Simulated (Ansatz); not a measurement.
Relaxation of a periodic cell of 63 atoms, Si₆₂Sb (host Si, host structure diamond, dopant Sb, one Si atom removed), to a largest force component of 0.03 eV/Å in at most 60 steps.

Computed with DFT PBE-D3(BJ), scalar-relativistic, plane waves, PAW (Ansatz 0.2.0). Settings: PAW set soft_1, cutoff 420 eV, k mesh 1x1x1, gaussian smearing 0.02 eV, spin collinear.

```xyz
63
Lattice="10.8600 0.0000 0.0000 0.0000 10.8600 0.0000 0.0000 0.0000 10.8600" Properties=species:S:1:pos:R:3
Si 5.430 0.000 0.000
Si 6.787 1.357 1.357
Si 8.145 2.715 0.000
Si 9.502 4.072 1.357
Si 8.145 0.000 2.715
Si 9.502 1.357 4.072
Si 0.000 0.000 0.000
Si 1.357 1.357 1.357
Si 2.715 2.715 0.000
Si 4.072 4.072 1.357
Si 5.430 5.430 0.000
Si 6.787 6.787 1.357
Si 8.145 8.145 0.000
Si 9.502 9.502 1.357
Si 2.715 0.000 2.715
Si 4.072 1.357 4.072
Si 5.430 2.715 2.715
Sb 5.430 5.430 5.430
Si 8.145 5.430 2.715
Si 9.502 6.787 4.072
Si 5.430 0.000 5.430
Si 6.787 1.357 6.787
Si 8.145 2.715 5.430
Si 9.502 4.072 6.787
Si 8.145 0.000 8.145
Si 9.502 1.357 9.502
Si 0.000 5.430 0.000
Si 1.357 6.787 1.357
Si 2.715 8.145 0.000
Si 4.072 9.502 1.357
Si 0.000 2.715 2.715
Si 1.357 4.072 4.072
Si 2.715 5.430 2.715
Si 4.072 6.787 4.072
Si 5.430 8.145 2.715
Si 6.787 9.502 4.072
Si 0.000 0.000 5.430
Si 1.357 1.357 6.787
Si 2.715 2.715 5.430
Si 4.072 4.072 6.787
Si 6.787 6.787 6.787
Si 8.145 8.145 5.430
Si 9.502 9.502 6.787
Si 2.715 0.000 8.145
Si 4.072 1.357 9.502
Si 5.430 2.715 8.145
Si 6.787 4.072 9.502
Si 8.145 5.430 8.145
Si 9.502 6.787 9.502
Si 0.000 8.145 2.715
Si 1.357 9.502 4.072
Si 0.000 5.430 5.430
Si 1.357 6.787 6.787
Si 2.715 8.145 5.430
Si 4.072 9.502 6.787
Si 0.000 2.715 8.145
Si 1.357 4.072 9.502
Si 2.715 5.430 8.145
Si 4.072 6.787 9.502
Si 5.430 8.145 8.145
Si 6.787 9.502 9.502
Si 0.000 8.145 8.145
Si 1.357 9.502 9.502
```

Q: Where does it end, and by what steps?

A: The forces met the threshold. Limits of this set-up: coarse k mesh, a typed lattice constant that wasn't relaxed here. After 5 steps the energy has fallen by 1.110 eV; Sb18 moved furthest, 0.47 Å.

| step | energy less start (eV) | largest force component (eV/Å) | accepted |
| --- | --- | --- | --- |
| 0 | 0.0000 | 1.833 | yes |
| 1 | -0.9432 | 0.693 | yes |
| 2 | -1.0961 | 0.094 | yes |
| 3 | -1.1071 | 0.031 | yes |
| 4 | -1.1092 | 0.031 | yes |
| 5 | -1.1104 | 0.024 | yes |

```xyz
63
Lattice="10.8600 0.0000 0.0000 0.0000 10.8600 0.0000 0.0000 0.0000 10.8600" Properties=species:S:1:pos:R:3
Si 5.435 0.000 0.000
Si 6.795 1.365 1.365
Si 8.143 2.717 -0.004
Si 9.495 4.065 1.365
Si 8.143 -0.004 2.717
Si 9.495 1.365 4.065
Si -0.002 0.002 0.002
Si 1.360 1.363 1.363
Si 2.726 2.717 0.010
Si 4.091 4.083 1.386
Si 5.424 5.436 0.006
Si 6.777 6.769 1.386
Si 8.143 8.134 0.010
Si 9.497 9.500 1.363
Si 2.726 0.010 2.717
Si 4.091 1.386 4.083
Si 5.472 2.727 2.727
Sb 5.702 5.158 5.158
Si 8.133 5.388 2.727
Si 9.474 6.769 4.083
Si 5.424 0.006 5.436
Si 6.777 1.386 6.769
Si 8.133 2.727 5.388
Si 9.474 4.083 6.769
Si 8.143 0.010 8.134
Si 9.497 1.363 9.500
Si 0.000 5.425 0.000
Si 1.344 6.788 1.357
Si 2.709 8.151 0.005
Si 4.072 9.516 1.357
Si 0.004 2.717 2.717
Si 1.349 4.079 4.079
Si 2.699 5.432 2.713
Si 4.023 6.837 4.023
Si 5.428 8.161 2.713
Si 6.781 9.511 4.079
Si 0.000 0.000 5.425
Si 1.344 1.357 6.788
Si 2.699 2.713 5.432
Si 4.023 4.023 6.837
Si 6.837 6.837 6.837
Si 8.147 8.161 5.432
Si 9.503 9.516 6.788
Si 2.709 0.005 8.151
Si 4.072 1.357 9.516
Si 5.428 2.713 8.161
Si 6.781 4.079 9.511
Si 8.147 5.432 8.161
Si 9.503 6.788 9.516
Si -0.010 8.134 2.717
Si 1.354 9.506 4.078
Si -0.006 5.436 5.436
Si 1.349 6.795 6.795
Si 2.708 8.152 5.445
Si 4.065 9.511 6.795
Si -0.010 2.717 8.134
Si 1.354 4.078 9.506
Si 2.708 5.445 8.152
Si 4.065 6.795 9.511
Si 5.415 8.152 8.152
Si 6.782 9.506 9.506
Si -0.005 8.151 8.151
Si 1.352 9.508 9.508
```

Whether the end is a true minimum wasn't checked by a vibrational analysis.

Time of the run: 38 s on 4 threads of AMD EPYC 7B13 (Zen 3), on a shared host, peak memory 1.7 GiB.
